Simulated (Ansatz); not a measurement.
Runs of Ansatz 0.2.0 on InSb3. The structure is cubic, space group Pm-3m (No. 221). Conventional cell: a = 4.806 Å, b = 4.806 Å, c = 4.806 Å, α = 90.00°, β = 90.00°, γ = 90.00°. Around Sb (site symmetry 4/mmm) lie 8 Sb at 3.40 Å and 4 In at 3.40 Å. Around In (site symmetry m-3m) lie 12 Sb at 3.40 Å. The cell comes from a database or a generator and needn't be the stable form of this composition.

```csv
task,level,cell,gap on the mesh (eV),pressure (GPa),relaxed volume (Å³/atom)
relaxation of cell and atoms,PBEsol+D3(BJ)+ATM,relaxed,none,0.0,25.26
relaxation of cell and atoms,PBEsol,relaxed,none,0.0,26.39
single point,PBE,as given,none,(b),-
relaxation of cell and atoms,PBEsol+D3(BJ),relaxed,none,0.0,25.12
relaxation of cell and atoms,PBEsol+D4,relaxed,none,0.0,(a)
```

Alike in all rows: potentials or basis Ansatz PAW; no spin polarisation; k mesh 6 × 6 × 6; cutoff (eV) 420; smearing fermi-dirac 0.05 eV.

Estimate the missing entries.

(a) 25.63; (b) 0.2.

Caveats: the plane-wave basis is chosen anew once the cell has moved, so the energies of steps on either side of that aren't comparable (some runs); the PAW data sets come from PBE, with cores solved anew for the run's functional, which leaves a small shift of forces and pressure (some runs); pairwise dispersion overbinds metals, which lowers pressure and volume (some runs).

A k mesh can miss the band edges, and the runs leave out spin-orbit coupling on In, Sb.

A gap of «none» marks a metal or a gap under the smearing width.

Not every run made on this cell is shown here.
